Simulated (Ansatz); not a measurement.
# F6Sm ([SmF6]3-): the cost of one run

The runs use Ansatz 0.2.0, Gaussian basis; the settings change from run to run.

### Step 1. The relaxed structure

An earlier PBE0-D4/def2-SVP relaxation fixed the geometry. Sm takes a core potential in def2 sets; no spin-orbit term is included.

7 atoms, charge -3, spin multiplicity 6.

Atoms are counted from 1 here; the program's logs count them from 0.

Bond lengths: Sm1–F2 2.269 Å, Sm1–F3 2.268 Å, Sm1–F4 2.269 Å, Sm1–F5 2.269 Å, Sm1–F6 2.288 Å, Sm1–F7 2.289 Å. Angles: F2–Sm1–F3 179.9°, F2–Sm1–F4 90.2°, F2–Sm1–F5 89.8°, F2–Sm1–F6 90.0°, F2–Sm1–F7 90.0°, F3–Sm1–F4 89.9°, F3–Sm1–F5 90.1°, F3–Sm1–F6 89.9°, F3–Sm1–F7 90.0°, F4–Sm1–F5 179.9°, F4–Sm1–F6 89.9°, F4–Sm1–F7 90.1°, F5–Sm1–F6 90.0°, F5–Sm1–F7 90.0°, F6–Sm1–F7 180.0°.

### Step 2. PBE0/def2-TZVPP

Options: finite nuclei, D3(BJ) with three-body dispersion, the search for lower states set to light.

in.yaml reads:

```yaml
crystal:
  periodic: [false, false, false]
  atoms:
    - {symbol: Sm, position_ang: [0.000414, -0.000549, 0.000238]}
    - {symbol: F, position_ang: [-0.023436, -0.003690, 2.268872]}
    - {symbol: F, position_ang: [0.022802, 0.004306, -2.268083]}
    - {symbol: F, position_ang: [2.268951, 0.011574, 0.016983]}
    - {symbol: F, position_ang: [-2.268001, -0.010206, -0.017435]}
    - {symbol: F, position_ang: [-0.009236, 2.287894, 0.002353]}
    - {symbol: F, position_ang: [0.008516, -2.289319, -0.002928]}
basis:
  gaussian: {orbitals: def2-TZVPP, nuclear_model: gaussian}
total_charge: -3
magnetization: {spin_polarized: true, initial_magnetization: 5}
hamiltonian: {xc: {name: PBE0}, dispersion: d3bjatm}
scf: {lower_state_search: light}
```

Command:

```
ansatz run in.yaml --threads 4 --pin off --events-out ev --progress --plain --max-ram 8704MiB
```

Q: Estimate wall time and peak memory on 4 threads of Intel Xeon 6975P-C, shared host.

About 99 s, with a peak of 2.1 GiB.
